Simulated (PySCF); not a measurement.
**C₅H₇BO: spin-spin couplings**

Wanted: the spin-spin couplings of C₅H₇BO (`CBc1ccco1`), by calculation.

Programs: PySCF 2.14.0, with density-fitted response routines of our own. Each step states its level of theory. These are calculated values for one molecule in the gas phase, unless marked as measured. Atoms count from 0, in the outputs and in this text.

## (1) Starting geometry

14 atoms, charge 0, multiplicity 1; geometry from: GFN2-xTB.

Bonds of the start (Å): C0–B1 1.57, B1–C2 1.53, C2–C3 1.38, C3–C4 1.40, C4–C5 1.37, C5–O6 1.33, O6–C2 1.37, C0–H7 1.09, C0–H8 1.09, C0–H9 1.09, B1–H10 1.17, C3–H11 1.07, C4–H12 1.07, C5–H13 1.07.

## (2) J couplings: B3LYP/pcJ-1

Job settings and geometry (Å):

```
{"job": {"kind": "j", "xc": "B3LYP", "basis": "pcJ-1"}, "charge": 0, "multiplicity": 1}
C      2.412988     0.155942     0.504603
B      1.257530    -0.610292    -0.240342
C     -0.207828    -0.272213     0.042182
C     -0.803144     0.660898     0.874051
C     -2.193976     0.516068     0.744625
C     -2.371718    -0.494469    -0.159644
O     -1.204732    -0.967834    -0.581705
H      3.354162     0.142929    -0.039332
H      2.601127    -0.342528     1.456637
H      2.172658     1.188938     0.742268
H      1.496644    -1.475108    -0.993954
H     -0.291812     1.361785     1.502685
H     -2.958980     1.074615     1.244830
H     -3.263595    -0.939205    -0.559019
```

With the program's defaults for keys left out, this is: B3LYP/pcJ-1 indirect spin-spin coupling, non-relativistic, gas phase.

Predict these results of the whole session: largest coupling of the table (B3LYP/pcJ-1).

The runs gave:

```
                                   quantity                     value
largest coupling of the table (B3LYP/pcJ-1)  1J(C,H) C5–H13, 206.4 Hz
```

In the run at B3LYP/pcJ-1, the largest coupling of the table is C5–H13, 206.4 Hz, of which the Fermi-contact term gives 205.7 Hz. Couplings across rotatable bonds belong to this one conformer; where others are populated, the observed values are averages.
